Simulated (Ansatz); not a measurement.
# CH9NSi: a reaction path by the nudged elastic band

What path joins these two structures, and how high does it climb? Both ends were relaxed at PBE0-D4 in triple zeta.

Computed with Ansatz 0.2.0, Gaussian basis. Level: PBE0-D4/def2-SVP.

23 further runs of the same task are left out: 1 that didn't finish, 22 set aside as unsound or not needed.

## (1) Where the work starts

The first end: 12 atoms, charge 0, spin multiplicity 1.

Atoms are counted from 1 here; the program's logs count them from 0.

Bond lengths: Si1–N2 1.727 Å, Si1–H3 1.496 Å, Si1–H4 1.488 Å, Si1–C5 1.864 Å, N2–H8 1.008 Å, N2–H9 1.008 Å, C5–H10 1.092 Å, C5–H11 1.094 Å, C5–H12 1.093 Å, H6–H7 0.749 Å. Angles: N2–Si1–H3 114.5°, N2–Si1–H4 106.1°, N2–Si1–C5 109.3°, H3–Si1–H4 107.1°, H3–Si1–C5 108.1°, H4–Si1–C5 111.8°, Si1–N2–H8 118.7°, Si1–N2–H9 119.3°, H8–N2–H9 110.1°, Si1–C5–H10 110.9°, Si1–C5–H11 110.9°, Si1–C5–H12 110.6°, H10–C5–H11 108.2°, H10–C5–H12 108.6°, H11–C5–H12 107.6°.

As a file:

```tsv
atom	x (Å)	y (Å)	z (Å)
Si1	-0.77854	-0.69206	-0.31316
N2	0.23013	-0.97069	1.06055
H3	-1.14118	-1.92628	-1.07770
H4	-2.04542	-0.11700	0.21487
C5	0.07994	0.48097	-1.47927
H6	0.86378	1.53214	1.88014
H7	1.03736	2.23453	2.07399
H8	-0.18145	-1.36436	1.89221
H9	1.15750	-1.34243	0.92404
H10	0.29551	1.43159	-0.98708
H11	1.02455	0.05777	-1.83213
H12	-0.54217	0.67593	-2.35646
```

The second end:

```xyz
12
charge 0, multiplicity 1
Si   -1.2441    0.6118   -0.2482
N     1.1424   -1.1505    1.3958
H    -1.6851   -0.7852    0.0163
H    -2.4262    1.3530   -0.7759
C     0.1661    0.6707   -1.4693
H     1.1036   -0.5069    2.1767
H    -0.8755    1.2411    1.0495
H     0.4222   -1.8458    1.5490
H     2.0345   -1.6274    1.4437
H     0.4711    1.7015   -1.6636
H     1.0125    0.1213   -1.0538
H    -0.1217    0.2164   -2.4201
```

## (2) The band at PBE0-D4/def2-SVP

File neb/in.yaml:

```yaml
crystal:
  periodic: [false, false, false]
  atoms:
    - {symbol: Si, position_ang: [-0.778537, -0.692064, -0.313158]}
    - {symbol: N, position_ang: [0.230126, -0.970689, 1.060555]}
    - {symbol: H, position_ang: [-1.141184, -1.926278, -1.077700]}
    - {symbol: H, position_ang: [-2.045416, -0.117005, 0.214865]}
    - {symbol: C, position_ang: [0.079941, 0.480974, -1.479266]}
    - {symbol: H, position_ang: [0.863778, 1.532142, 1.880143]}
    - {symbol: H, position_ang: [1.037356, 2.234526, 2.073986]}
    - {symbol: H, position_ang: [-0.181452, -1.364363, 1.892206]}
    - {symbol: H, position_ang: [1.157501, -1.342429, 0.924042]}
    - {symbol: H, position_ang: [0.295507, 1.431585, -0.987076]}
    - {symbol: H, position_ang: [1.024546, 0.057768, -1.832134]}
    - {symbol: H, position_ang: [-0.542165, 0.675933, -2.356462]}
basis:
  gaussian: {orbitals: def2-SVP}
hamiltonian: {xc: pbe0, dispersion: d4}
neb:
  images: 5
  climbing: true
  max_iterations: 40
  initial_path: idpp
  final_atoms:
    - {symbol: Si, position_ang: [-1.244053, 0.611764, -0.248205]}
    - {symbol: N, position_ang: [1.142439, -1.150478, 1.395768]}
    - {symbol: H, position_ang: [-1.685102, -0.785198, 0.016257]}
    - {symbol: H, position_ang: [-2.426182, 1.353041, -0.775855]}
    - {symbol: C, position_ang: [0.166115, 0.670719, -1.469298]}
    - {symbol: H, position_ang: [1.103645, -0.506859, 2.176667]}
    - {symbol: H, position_ang: [-0.875538, 1.241072, 1.049468]}
    - {symbol: H, position_ang: [0.422188, -1.845775, 1.548991]}
    - {symbol: H, position_ang: [2.034511, -1.627386, 1.443650]}
    - {symbol: H, position_ang: [0.471102, 1.701471, -1.663577]}
    - {symbol: H, position_ang: [1.012537, 0.121336, -1.053813]}
    - {symbol: H, position_ang: [-0.121660, 0.216390, -2.420055]}
```

The run is started by

```
> ansatz run in.yaml --threads 4 --pin off --events-out ev --progress --plain --max-ram 9574MiB
```

Before running it: what results should come out? Wanted: from earlier runs: barrier over the separately found saddle, CCSD(T)/def2-TZVPP.

**Answer**, as computed:

| quantity | value |
| --- | --- |
| PBE0-D4/def2-SVP, 23 iterations | highest 178.3 kJ/mol (image 3), last end +6.6 kJ/mol |
| from earlier runs: barrier over the separately found saddle, CCSD(T)/def2-TZVPP | 214.0 kJ/mol |

In words: The highest image lies 178.3 kJ/mol above the first end, and it climbed, so it estimates the saddle. The ends are not quite minima at this level (largest force component 0.52 eV/Å), so the heights are unreliable: relaxing the first end would lower it and raise the barrier above it. The highest image is 35.8 kJ/mol below the CCSD(T) barrier in triple zeta, which comes from separate runs on the saddle.
